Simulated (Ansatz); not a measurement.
# SnHClF radical: an energy map over angle Cl3–Sn2–F1 and angle H4–Sn2–F1

The runs use Ansatz 0.2.0; UKS PBE-D4/def2-TZVP.

**1. The system as given**

SMILES `[F][SnH][Cl]`, 4 atoms, charge 0, spin multiplicity 2.

Atoms are counted from 1 here; the program's logs count them from 0.

Bond lengths: F1–Sn2 1.970 Å, Sn2–Cl3 2.392 Å, Sn2–H4 1.784 Å. Angles: F1–Sn2–Cl3 104.5°, F1–Sn2–H4 104.5°, Cl3–Sn2–H4 107.2°.

As a file:

```tsv
atom	x (Å)	y (Å)	z (Å)
F1	-1.5630	0.2759	0.8788
Sn2	-0.2661	-0.2175	-0.5193
Cl3	1.4236	-1.4515	0.6404
H4	0.4612	1.3328	-1.0201
```

**3. Setting up the map**

- angle Cl3–Sn2–F1: 9 values from 59.0 to 149.0 °
- angle H4–Sn2–F1: 9 values from 68.9 to 138.9 °

Nothing else is relaxed (all other coordinates rigid). Energies count from the relaxed molecule at the same level.

(The set-up runs are not shown.)

**4. Grid point angle Cl3–Sn2–F1 = 126.5°, angle H4–Sn2–F1 = 138.9°**

The input, input.yaml:

```yaml
crystal:
  periodic: [false, false, false]
  atoms:
    - { symbol: F, position_ang: [-1.539485, 0.272713, 0.870986] }
    - { symbol: Sn, position_ang: [-0.259278, -0.220486, -0.519654] }
    - { symbol: Cl, position_ang: [1.727484, -1.462905, -0.223542] }
    - { symbol: H, position_ang: [0.907657, 0.561216, -1.5954] }
magnetization:
  spin_polarized: true
  initial_magnetization: 1
basis:
  gaussian: { orbitals: def2-TZVP }
hamiltonian:
  xc: pbe
  dispersion: d4
output:
  forces: true
```

Command:

```bash
> ansatz run input.yaml --threads 1 --pin off --max-ram 2048MiB --backend cpu --events-out ev --progress --plain --runs-dir out
```

What time and memory should one allow on 1 thread of Intel Xeon Platinum 8259CL at 2.50GHz (Skylake/Cascade Lake), shared host?

About 5.5 s, with a peak of 0.17 GiB.
